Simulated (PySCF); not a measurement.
# KLi (Lithium Potassium): levels of theory compared

We compute a comparison of 6 runs (HF/STO-3G, HF/3-21G, wB97X/3-21G, B3LYP/6-31G*, CAM-B3LYP/pcseg-2, MP2/pcseg-2) of KLi (Lithium Potassium). 

The results are computed with PySCF 2.14.0.

## (1) The system as given

KLi has 2 atoms, charge 0, and is taken as a singlet. As SMILES, `[Li][K]`. The bond length is the measured one.

Bond lengths: Li1–K2 3.270 Å.

## (2) Energy and gradient at HF/STO-3G (run 1)

Contents of geometry.xyz:

```xyz
2

Li     0.000000     0.000000     0.000000
K      0.000000     0.000000     3.270000
```

Contents of calc.py:

```python
import pyscf.grad
from pyscf import gto

mol = gto.Mole()
mol.atom = 'geometry.xyz'
mol.basis = 'sto-3g'
mol.charge = 0
mol.verbose = 4
mol.max_memory = 1860
mol.build()

mf = mol.RHF()
mf.conv_tol = 1e-10
mf.kernel()
if not mf.converged:
    mf = mf.newton().run(mf.mo_coeff, mf.mo_occ)

e_tot = mf.e_tot
print('E(%s) = %.9f' % ('HF', e_tot))
grad = mf.Gradients().kernel()
dip = mf.dip_moment()
pop, q = mf.mulliken_pop()
```

The run is started by

```
$ OMP_NUM_THREADS=1 python calc.py
```

Standard output:

```text
PySCF version 2.14.0

[INPUT] num. atoms = 2
[INPUT] num. electrons = 22
[INPUT] charge = 0
[INPUT] spin (= nelec alpha-beta = 2S) = 0
[INPUT] symmetry False subgroup None
[INPUT] Mole.unit = angstrom
[INPUT] Symbol           X                Y                Z      unit          X                Y                Z       unit  Magmom
[INPUT]  1 Li     0.000000000000   0.000000000000   0.000000000000 AA    0.000000000000   0.000000000000   0.000000000000 Bohr   0.0
[INPUT]  2 K      0.000000000000   0.000000000000   3.270000000000 AA    0.000000000000   0.000000000000   6.179404427328 Bohr   0.0

nuclear repulsion = 9.22418991511926
number of shells = 10
number of NR pGTOs = 54
number of NR cGTOs = 18
basis = sto-3g
ecp = {}

******** <class 'pyscf.scf.hf.RHF'> ********
method = RHF
initial guess = minao
damping factor = 0
level_shift factor = 0
DIIS = <class 'pyscf.scf.diis.CDIIS'>
diis_start_cycle = 1
diis_space = 8
diis_damp = 0
SCF conv_tol = 1e-10
SCF conv_tol_grad = None
SCF max_cycles = 50
direct_scf = True
direct_scf_tol = 1e-13
Set gradient conv threshold to 1e-05
Initial guess from minao.
init E= -599.958142744841
  HOMO = -0.127484014433657  LUMO = 0.0376366653172224  gap/eV = 4.49316
cycle= 1 E= -600.42267990362  delta_E= -0.465  |g|= 0.0364  |ddm|= 1.09
  HOMO = -0.0911505689014048  LUMO = 0.131446829599805  gap/eV = 6.05718
cycle= 2 E= -600.424293565137  delta_E= -0.00161  |g|= 0.0112  |ddm|= 0.177
  HOMO = -0.0932197773909968  LUMO = 0.133747257762426  gap/eV = 6.17609
cycle= 3 E= -600.42444165801  delta_E= -0.000148  |g|= 0.00167  |ddm|= 0.0545
  HOMO = -0.0932934288540711  LUMO = 0.133568033499638  gap/eV = 6.17321
cycle= 4 E= -600.42444607845  delta_E= -4.42e-06  |g|= 0.000424  |ddm|= 0.00893
  HOMO = -0.0932418722963579  LUMO = 0.133646141684997  gap/eV = 6.17394
cycle= 5 E= -600.424446370064  delta_E= -2.92e-07  |g|= 7.66e-05  |ddm|= 0.00227
  HOMO = -0.0932295351065779  LUMO = 0.13366843229944  gap/eV = 6.17421
cycle= 6 E= -600.424446379362  delta_E= -9.3e-09  |g|= 5.56e-06  |ddm|= 0.000482
  HOMO = -0.0932275527201505  LUMO = 0.133668910444528  gap/eV = 6.17417
cycle= 7 E= -600.424446379388  delta_E= -2.61e-11  |g|= 4.86e-07  |ddm|= 2.66e-05
  HOMO = -0.0932274776300511  LUMO = 0.13366902577961  gap/eV = 6.17417
Extra cycle  E= -600.424446379389  delta_E= -4.55e-13  |g|= 1.52e-07  |ddm|= 2.04e-06
converged SCF energy = -600.424446379389
E(HF) = -600.424446379

******** <class 'pyscf.grad.rhf.Gradients'> for <class 'pyscf.scf.hf.RHF'> ********
unit = Eh/Bohr
--------------- RHF gradients ---------------
         x                y                z
0 Li    -0.0000000000    -0.0000000000    -0.0049786998
1 K     0.0000000000     0.0000000000     0.0049786998
----------------------------------------------
Dipole moment(X, Y, Z, Debye):  0.00000, -0.00000,  6.28178
 ** Mulliken pop  **
pop of  0 Li 1s           1.99360
pop of  0 Li 2s           1.46025
pop of  0 Li 2px         -0.00053
pop of  0 Li 2py         -0.00053
pop of  0 Li 2pz          0.05280
pop of  1 K 1s            1.99985
pop of  1 K 2s            1.99517
pop of  1 K 3s            2.00075
pop of  1 K 4s            0.47111
pop of  1 K 2px           1.99330
pop of  1 K 2py           1.99330
pop of  1 K 2pz           1.99295
pop of  1 K 3px           1.79692
pop of  1 K 3py           1.79692
pop of  1 K 3pz           1.79679
pop of  1 K 4px           0.21031
pop of  1 K 4py           0.21031
pop of  1 K 4pz           0.23672
 ** Mulliken atomic charges  **
charge of    0Li =     -0.50559
charge of    1K =      0.50559
```

It took 1.1 s on 1 thread of Intel Xeon at 2.70GHz, shared host; peak memory 0.12 GiB.

## (3) Energy and gradient at HF/3-21G (run 2)

Contents of input.py:

```python
import pyscf.grad
from pyscf import gto, scf

molecule = gto.M(
    atom='''
Li       0.000000       0.000000       0.000000
K        0.000000       0.000000       3.270000
''',
    spin=0,
    basis='3-21g',
    max_memory=1860,
    charge=0,
    verbose=3,
)

mf = scf.RHF(molecule)
mf.conv_tol = 1e-10
mf.kernel()
if not mf.converged:
    mf = mf.newton().run(mf.mo_coeff, mf.mo_occ)

e_final = mf.e_tot
print('Final energy', e_final)
grad = mf.Gradients().kernel()
mf.analyze()
```

The run is started by

```
$ OMP_NUM_THREADS=1 python input.py
```

Standard output:

```text
converged SCF energy = -603.532193772384
Final energy -603.5321937723843
--------------- RHF gradients ---------------
         x                y                z
0 Li    -0.0000000000    -0.0000000000     0.0049916005
1 K     0.0000000000     0.0000000000    -0.0049916005
----------------------------------------------
**** MO energy ****
MO #1   energy= -132.616328222278  occ= 2
MO #2   energy= -14.4143128279375  occ= 2
MO #3   energy= -11.4295933940262  occ= 2
MO #4   energy= -11.4295933940262  occ= 2
MO #5   energy= -11.4295636214965  occ= 2
MO #6   energy= -2.41618006519014  occ= 2
MO #7   energy= -1.74342176483296  occ= 2
MO #8   energy= -0.946434644857305 occ= 2
MO #9   energy= -0.946323225363753 occ= 2
MO #10  energy= -0.946323225363751 occ= 2
MO #11  energy= -0.152113694304647 occ= 2
MO #12  energy= 0.000553222599125325 occ= 0
MO #13  energy= 0.0210048826185688 occ= 0
MO #14  energy= 0.0210048826185699 occ= 0
MO #15  energy= 0.0465151135502052 occ= 0
MO #16  energy= 0.0577808084796567 occ= 0
MO #17  energy= 0.0639726220263306 occ= 0
MO #18  energy= 0.0639726220263317 occ= 0
MO #19  energy= 0.0939049165027175 occ= 0
MO #20  energy= 0.114942668002178  occ= 0
MO #21  energy= 0.114942668002183  occ= 0
MO #22  energy= 0.156531294358102  occ= 0
MO #23  energy= 0.23648625145529   occ= 0
MO #24  energy= 0.245339368486946  occ= 0
MO #25  energy= 0.245339368486952  occ= 0
MO #26  energy= 0.292219769466997  occ= 0
 ** Mulliken atomic charges  **
charge of    0Li =     -0.15739
charge of    1K =      0.15739
Dipole moment(X, Y, Z, Debye):  0.00000, -0.00000,  4.04384
```

It took 1.4 s on 1 thread of Intel Xeon at 2.70GHz, shared host; peak memory 0.12 GiB.

Runs 3 to 5 aren't shown in full; the table further down has their settings and results.

## (4) Energy and forces at MP2/pcseg-2 (run 6)

Changes to geometry.xyz since step 2:

```diff
@@ -1,3 +1,3 @@
 2
-
+KLi
 Li     0.000000     0.000000     0.000000
```

Contents of job.py:

```python
from pyscf import gto, mp

system = gto.Mole()
system.atom = 'geometry.xyz'
system.basis = 'pcseg-2'
system.verbose = 4
system.max_memory = 1860
system.charge = 0
system.build()

calc0 = system.RHF()
calc0.conv_tol = 1e-10
calc0.kernel()
if not calc0.converged:
    calc0 = calc0.newton().run(calc0.mo_coeff, calc0.mo_occ)

pt = mp.MP2(calc0, frozen=5).run()
etot = pt.e_tot
print('Final energy', etot)
grad = pt.nuc_grad_method().kernel()
dip = calc0.dip_moment()
pop, q = calc0.mulliken_pop()
```

The run is started by

```
$ OMP_NUM_THREADS=1 python job.py
```

Standard output:

```text
PySCF version 2.14.0

[INPUT] num. atoms = 2
[INPUT] num. electrons = 22
[INPUT] charge = 0
[INPUT] spin (= nelec alpha-beta = 2S) = 0
[INPUT] symmetry False subgroup None
[INPUT] Mole.unit = angstrom
[INPUT] Symbol           X                Y                Z      unit          X                Y                Z       unit  Magmom
[INPUT]  1 Li     0.000000000000   0.000000000000   0.000000000000 AA    0.000000000000   0.000000000000   0.000000000000 Bohr   0.0
[INPUT]  2 K      0.000000000000   0.000000000000   3.270000000000 AA    0.000000000000   0.000000000000   6.179404427328 Bohr   0.0

nuclear repulsion = 9.22418991511926
number of shells = 6
number of NR pGTOs = 114
number of NR cGTOs = 48
basis = pcseg-2
ecp = {}

[... 37 lines left out ...]
converged SCF energy = -606.58008162345
[... 8 lines left out ...]
Final energy -606.7612382952897
[... 5 lines left out ...]
Dipole moment(X, Y, Z, Debye): -0.00000,  0.00000,  4.09636
[... 12 lines left out ...]
pop of  0 Li 3dyz         0.00001
pop of  0 Li 3dz^2        0.00022
pop of  0 Li 3dxz         0.00001
pop of  0 Li 3dx2-y2      0.00000
pop of  1 K 1s            2.00000
pop of  1 K 2s            1.99972
pop of  1 K 3s            1.16744
pop of  1 K 4s            0.81239
pop of  1 K 5s            0.33900
pop of  1 K 6s            0.40906
pop of  1 K 2px           2.00094
pop of  1 K 2py           2.00094
pop of  1 K 2pz           2.00102
pop of  1 K 3px           1.82245
pop of  1 K 3py           1.82245
pop of  1 K 3pz           1.82107
pop of  1 K 4px           0.18007
pop of  1 K 4py           0.18007
pop of  1 K 4pz           0.18343
pop of  1 K 5px          -0.00395
pop of  1 K 5py          -0.00395
pop of  1 K 5pz           0.07544
pop of  1 K 3dxy         -0.00000
pop of  1 K 3dyz          0.00004
pop of  1 K 3dz^2         0.00082
pop of  1 K 3dxz          0.00004
pop of  1 K 3dx2-y2       0.00000
pop of  1 K 4dxy          0.00000
pop of  1 K 4dyz          0.00009
pop of  1 K 4dz^2         0.00388
pop of  1 K 4dxz          0.00009
pop of  1 K 4dx2-y2       0.00000
pop of  1 K 5dxy          0.00000
pop of  1 K 5dyz          0.00000
pop of  1 K 5dz^2         0.01577
pop of  1 K 5dxz          0.00000
pop of  1 K 5dx2-y2       0.00000
 ** Mulliken atomic charges  **
charge of    0Li =     -0.17167
charge of    1K =      0.17167
```

Wall time 3.6 s (1 thread of Intel Xeon at 2.70GHz, shared host); peak memory 0.23 GiB.

## (5) Overview of the runs

| run | level | integration grid | Cartesian functions | energy (Eh) | dipole moment (D) of the reference | HOMO energy (eV) | LUMO energy (eV) | wall time |
| --- | --- | --- | --- | --- | --- | --- | --- | --- |
| 1 | HF/STO-3G | – | no | -600.424446 | 6.28 | -2.54 | 3.64 | 1.1 s |
| 2 | HF/3-21G | – | no | -603.532194 | 4.04 | -4.14 | 0.02 | 1.4 s |
| 3 | wB97X/3-21G | 5 | no | -604.342128 | 3.73 | -4.58 | -0.14 | 2.9 s |
| 4 | B3LYP/6-31G* (Cartesian functions) | 5 | yes | -607.404947 | 2.60 | -3.22 | -1.39 | 5.1 s |
| 5 | CAM-B3LYP/pcseg-2 | 5 | no | -607.441119 | 3.12 | -4.03 | -0.67 | 14 s |
| 6 | MP2/pcseg-2 | – | no | -606.761238 | 4.10 | -4.20 | 0.15 | 3.6 s |

## (6) Results

```
                                          quantity          value
                               run 6: total energy  -606.76124 Eh
       run 6: dipole moment (Hartree–Fock density)         4.10 D
        run 6: HOMO energy (Hartree–Fock orbitals)       -4.20 eV
        run 6: LUMO energy (Hartree–Fock orbitals)        0.15 eV
      run 6: HOMO–LUMO gap (Hartree–Fock orbitals)        4.34 eV
run 6: correlation energy (5 core orbitals frozen)     -181.2 mEh
                   run 6: largest force on an atom     0.077 eV/Å
```

What this shows: Over runs 1, 2, 3, 4, 5 the dipole moment (its size) runs from 2.60 D (B3LYP/6-31G*) to 6.28 D (HF/STO-3G). The two ends differ in method and basis. Over runs 1, 2, 3, 4, 5 the HOMO–LUMO gap runs from 1.83 eV (B3LYP/6-31G*) to 6.17 eV (HF/STO-3G). Totals of different functionals can't be ranked against each other. In run 1 the basis is minimal, so the values are rough. All runs together took 28 s, the longest 14 s.
